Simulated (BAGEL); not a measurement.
**AlSiH5O2 (SMILES O[SiH2][O][AlH2]): B3LYP/cc-pVDZ (density fitting with qzvpp-jkfit)**

Aim: the energy change on altering one bond length of AlSiH5O2 at B3LYP/cc-pVDZ (density fitting with qzvpp-jkfit), from 2 runs. 

The calculation is run with BAGEL 1.2.2.

2 further runs of the same task are left out: 1 that didn't finish, 1 set aside as unsound or not needed.

## Step 1: The structure to begin with

The species is AlSiH5O2 (9 atoms), meant as a singlet with charge 0. As SMILES, `O[SiH2][O][AlH2]`. Geometry: relaxed at PBE0-D4/def2-TZVP. This is one conformer, not always the lowest.

Bond lengths: O1–Si2 1.642 Å, Si2–O3 1.619 Å, O3–Al4 1.683 Å, O1–H5 0.958 Å, Si2–H6 1.480 Å, Si2–H7 1.487 Å, Al4–H8 1.580 Å, Al4–H9 1.579 Å. Some angles: O1–Si2–O3 112.5°, Si2–O3–Al4 173.6°, O1–Si2–H6 104.7°, O1–Si2–H7 110.2°, O3–Si2–H6 110.1°, O3–Si2–H7 107.6°, Si2–O1–H5 117.9°, O3–Al4–H8 117.8°, O3–Al4–H9 118.1°, H6–Si2–H7 111.8°.

## Step 2: A single-point energy at B3LYP/cc-pVDZ (density fitting with qzvpp-jkfit)

Contents of calc.json:

```json
{ "bagel": [

{
  "title": "molecule",
  "basis": "cc-pvdz.json",
  "df_basis": "qzvpp-jkfit",
  "angstrom": true,
  "geometry": [
    { "atom": "O", "xyz": [      -0.795100,       1.829400,      -0.898200 ] },
    { "atom": "Si", "xyz": [       0.173000,       1.196700,       0.266900 ] },
    { "atom": "O", "xyz": [       0.250800,      -0.418900,       0.197700 ] },
    { "atom": "Al", "xyz": [       0.325700,      -2.080500,      -0.060600 ] },
    { "atom": "H", "xyz": [      -1.740800,       1.705800,      -0.810900 ] },
    { "atom": "H", "xyz": [       1.506100,       1.782800,       0.005000 ] },
    { "atom": "H", "xyz": [      -0.337300,       1.564900,       1.614200 ] },
    { "atom": "H", "xyz": [      -0.959500,      -2.795700,      -0.636800 ] },
    { "atom": "H", "xyz": [       1.665600,      -2.830600,       0.305400 ] }
  ]
},

{ "title": "ks", "xc_func": "b3lyp" },

{ "title": "print", "file": "orbitals.molden", "orbitals": true }

]}
```

The basis set cc-pVDZ is read from a file made from the Basis Set Exchange's data (not shown).

On the command line:

```console
BAGEL_NUM_THREADS=1 BAGEL calc.json > calc.out
```

The program printed:

```text
* using 1 threads per process

  ===============================================================
  ===============================================================

  *** Geometry ***

  { "atom" : "O", "xyz" : [     -1.502521,      3.457065,     -1.697352 ] },
  { "atom" : "Si", "xyz" : [      0.326923,      2.261435,      0.504368 ] },
  { "atom" : "O", "xyz" : [      0.473943,     -0.791606,      0.373599 ] },
  { "atom" : "Al", "xyz" : [      0.615484,     -3.931575,     -0.114517 ] },
  { "atom" : "H", "xyz" : [     -3.289635,      3.223495,     -1.532379 ] },
  { "atom" : "H", "xyz" : [      2.846117,      3.369004,      0.009449 ] },
  { "atom" : "H", "xyz" : [     -0.637405,      2.957232,      3.050396 ] },
  { "atom" : "H", "xyz" : [     -1.813192,     -5.283107,     -1.203378 ] },
  { "atom" : "H", "xyz" : [      3.147528,     -5.349059,      0.577122 ] },

  Number of auxiliary basis functions:      500

  Since a DF basis is specified, we compute 2- and 3-index integrals:
    o Being stored without compression. Storage requirement is 0.032 GB

  Number of basis functions:       89
  Number of electrons      :       48

    * METHOD: MOLECULE                             0.27

  *** Kohn-Sham DFT ***

    * Removing 15402 points whose weight is below 1.00e-10
    * Grid points: 118752

  === Nuclear Repulsion ===
   209.4063869906

       - DIIS with orbital gradients will be used.

  === KS iteration (b3lyp / cc-pvdz.json) ===
      0       -657.03064007          0.09416004           0.42
      1       -608.28256882          0.11383042           0.40
      2       -556.14959555          0.19565345           0.39
      3       -670.00887263          0.08215835           0.40
      4       -679.78080767          0.03964696           0.39
      5       -664.05332730          0.10092578           0.40
      6       -685.24447398          0.01884378           0.39
      7       -682.99299122          0.04527441           0.40
      8       -685.41242189          0.01167112           0.39
      9       -685.43720786          0.01051264           0.40
     10       -685.51110807          0.00472433           0.39
     11       -685.52802868          0.00080475           0.40
     12       -685.52844736          0.00024457           0.39
     13       -685.52849100          0.00003465           0.39
     14       -685.52849149          0.00001583           0.40
     15       -685.52849166          0.00000329           0.40
     16       -685.52849167          0.00000078           0.40
     17       -685.52849167          0.00000015           0.40
     18       -685.52849167          0.00000008           0.40
     19       -685.52849167          0.00000001           0.40
     20       -685.52849167          0.00000000           0.40
    * SCF iteration converged.

    * Permanent dipole moment:
           (    0.440879,     0.309678,    -0.141242) a.u.

    * METHOD: KS                                   9.11

    * METHOD: PRINT                                0.02

  ===============================================================
```

Wall time 9.6 s (1 thread of Arm Neoverse V1, shared host); peak memory 0.5 GiB.

## Step 3: The distorted shape

Contents of input.json:

```json
{ "bagel" : [

{
  "title" : "molecule",
  "basis" : "cc-pvdz.json",
  "df_basis" : "qzvpp-jkfit",
  "angstrom" : true,
  "geometry" : [
    { "atom" : "O", "xyz" : [      -0.718541,       1.774160,      -1.100331 ] },
    { "atom" : "Si", "xyz" : [       0.249559,       1.141460,       0.064769 ] },
    { "atom" : "O", "xyz" : [       0.327359,      -0.474140,      -0.004431 ] },
    { "atom" : "Al", "xyz" : [       0.402259,      -2.135740,      -0.262731 ] },
    { "atom" : "H", "xyz" : [      -1.664241,       1.650560,      -1.013031 ] },
    { "atom" : "H", "xyz" : [       1.582659,       1.727560,      -0.197131 ] },
    { "atom" : "H", "xyz" : [      -0.337300,       1.564900,       1.614200 ] },
    { "atom" : "H", "xyz" : [      -0.882941,      -2.850940,      -0.838931 ] },
    { "atom" : "H", "xyz" : [       1.742159,      -2.885840,       0.103269 ] }
  ]
},

{ "title" : "ks", "xc_func" : "b3lyp" },

{ "title" : "print", "file" : "orbitals.molden", "orbitals" : true }

]}
```

The basis set cc-pVDZ is read from a file made from the Basis Set Exchange's data (not shown).

On the command line:

```console
BAGEL_NUM_THREADS=1 BAGEL input.json > input.out
```

The program printed:

```text
* using 1 threads per process

  ===============================================================
  ===============================================================

  *** Geometry ***

  { "atom" : "O", "xyz" : [     -1.357846,      3.352677,     -2.079324 ] },
  { "atom" : "Si", "xyz" : [      0.471598,      2.157047,      0.122396 ] },
  { "atom" : "O", "xyz" : [      0.618619,     -0.895995,     -0.008373 ] },
  { "atom" : "Al", "xyz" : [      0.760159,     -4.035964,     -0.496490 ] },
  { "atom" : "H", "xyz" : [     -3.144960,      3.119106,     -1.914351 ] },
  { "atom" : "H", "xyz" : [      2.990792,      3.264615,     -0.372524 ] },
  { "atom" : "H", "xyz" : [     -0.637405,      2.957232,      3.050396 ] },
  { "atom" : "H", "xyz" : [     -1.668517,     -5.387496,     -1.585350 ] },
  { "atom" : "H", "xyz" : [      3.292203,     -5.453447,      0.195150 ] },

  Number of auxiliary basis functions:      500

  Since a DF basis is specified, we compute 2- and 3-index integrals:
    o Being stored without compression. Storage requirement is 0.032 GB

  Number of basis functions:       89
  Number of electrons      :       48

    * METHOD: MOLECULE                             0.26

  *** Kohn-Sham DFT ***

    * Removing 15204 points whose weight is below 1.00e-10
    * Grid points: 118950

  === Nuclear Repulsion ===
   208.4452621200

       - DIIS with orbital gradients will be used.

  === KS iteration (b3lyp / cc-pvdz.json) ===
      0       -656.95595134          0.09499488           0.44
      1       -608.45284834          0.11255502           0.40
      2       -553.71177987          0.20389597           0.40
      3       -668.92473737          0.08439109           0.40
      4       -679.71688748          0.04011207           0.40
      5       -664.57166434          0.10175631           0.41
      6       -684.52359330          0.03379033           0.40
      7       -678.00478851          0.06822248           0.40
      8       -685.21705639          0.01963650           0.41
      9       -685.27429713          0.01685748           0.41
     10       -685.49111597          0.00611628           0.41
     11       -685.51761169          0.00086248           0.41
     12       -685.51800452          0.00035825           0.40
     13       -685.51809725          0.00005896           0.40
     14       -685.51809951          0.00000670           0.40
     15       -685.51809953          0.00000349           0.40
     16       -685.51809954          0.00000151           0.41
     17       -685.51809954          0.00000012           0.40
     18       -685.51809954          0.00000004           0.41
     19       -685.51809954          0.00000003           0.41
     20       -685.51809954          0.00000000           0.41
    * SCF iteration converged.

    * Permanent dipole moment:
           (    0.383679,     0.369657,     0.016248) a.u.

    * METHOD: KS                                   9.31

    * METHOD: PRINT                                0.02

  ===============================================================
```

It took 9.9 s on 1 thread of Arm Neoverse V1, shared host; peak memory 0.5 GiB.

## Step 4: What came out

Level: B3LYP/cc-pVDZ (density fitting with qzvpp-jkfit).

| quantity | value |
| --- | --- |
| first shape: total energy | -685.52849 Eh |
| first shape: dipole moment | 1.42 D |
| first shape: HOMO energy | -7.96 eV |
| first shape: LUMO energy | -1.34 eV |
| first shape: HOMO–LUMO gap | 6.62 eV |
| distorted shape: total energy | -685.51810 Eh |
| distorted shape: dipole moment | 1.35 D |
| distorted shape: HOMO energy | -7.88 eV |
| distorted shape: LUMO energy | -1.39 eV |
| distorted shape: HOMO–LUMO gap | 6.49 eV |
| energy change with the Si2–H7 bond stretched from 1.487 to 1.710 Å | 0.283 eV |

**Reading.** With the Si2–H7 bond stretched from 1.487 to 1.710 Å the energy rises by 0.28 eV (6.5 kcal/mol). The first shape isn't relaxed at this level, so the change isn't measured from a minimum.
